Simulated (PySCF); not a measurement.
**C2H3N3OSi: electronic excitations and core binding energies**

Aim: predict the electronic excitations and core binding energies of C2H3N3OSi (`N#C[Si](N)(O)C#N`).

Programs: PySCF 2.14.0, with density-fitted response routines of our own. Each step states its level of theory. These are calculated values for one molecule in the gas phase, unless marked as measured. Atoms are numbered from 0 throughout.

**1. The starting structure**

10 atoms, charge 0, multiplicity 1; geometry from: GFN2-xTB.

Bonds of the start (Å): N0–C1 1.14, C1–Si2 1.88, Si2–N3 1.70, Si2–O4 1.62, Si2–C5 1.87, C5–N6 1.14, N3–H7 1.01, N3–H8 1.00, O4–H9 0.95.

**2. Ultraviolet spectrum: PBE0/def2-SVPD**

Job settings and geometry (Å):

```
{"job": {"kind": "uv", "xc": "PBE0", "basis": "def2-SVPD", "nstates": 8, "ntriplets": 3}, "charge": 0, "multiplicity": 1}
N      1.264150     0.065133     2.685751
C      0.782417     0.111167     1.648270
Si    -0.026363     0.156745    -0.047285
N     -1.346777    -0.893691    -0.284343
O     -0.611309     1.632070    -0.357580
C      1.359500    -0.360290    -1.194548
N      2.219265    -0.675661    -1.880076
H     -2.283749    -0.569580    -0.115603
H     -1.262598    -1.886702    -0.156579
H     -0.085653     2.425462    -0.320535
```

Level: TDDFT PBE0/def2-SVPD, vertical, gas phase, core orbitals frozen in the response.

Started as:

```
> OMP_NUM_THREADS=1 python probes_run.py task.json out
```

One launch serves the whole session: the jobs run in the order shown.

**Question.** This job is followed by: delta-SCF UKS SCAN, pcX-2 on the ionised atom, pcseg-1 elsewhere, spin-free X2C. Predict these results of the whole session: lowest singlet (PBE0/def2-SVPD); brightest single state of those computed; lowest triplet; N1s binding energies, SCAN/pcX-2; C1s binding energies, SCAN/pcX-2; Si1s binding energies, SCAN/pcX-2; Si2p binding energies, SCAN/pcX-2; O1s binding energies, SCAN/pcX-2.

The runs gave:

| quantity | value |
| --- | --- |
| lowest singlet (PBE0/def2-SVPD) | 5.82 eV (213 nm), f = 0.014 |
| brightest single state of those computed | state 2, 6.22 eV, f = 0.020 |
| lowest triplet | 5.49 eV |
| N1s binding energies, SCAN/pcX-2 | N3 405.89, N0 405.67 eV |
| C1s binding energies, SCAN/pcX-2 | C1 292.12 eV |
| Si1s binding energies, SCAN/pcX-2 | Si2 1849.76 eV |
| Si2p binding energies, SCAN/pcX-2 | Si2 109.77 eV |
| O1s binding energies, SCAN/pcX-2 | O4 539.96 eV |

**Reading.** The first singlet state (HOMO→LUMO 0.98) lies at 5.82 eV and is weak; of the 8 states computed, the strongest absorption comes from state 2 at 6.22 eV. The lowest triplet lies 0.33 eV below the lowest singlet (triplets in Tamm-Dancoff, singlets in full TDDFT). The N1s levels kept as sound span 0.22 eV, from N0 (nitrile nitrogen) up to N3 (nitrogen bonded to Si, 2 H).
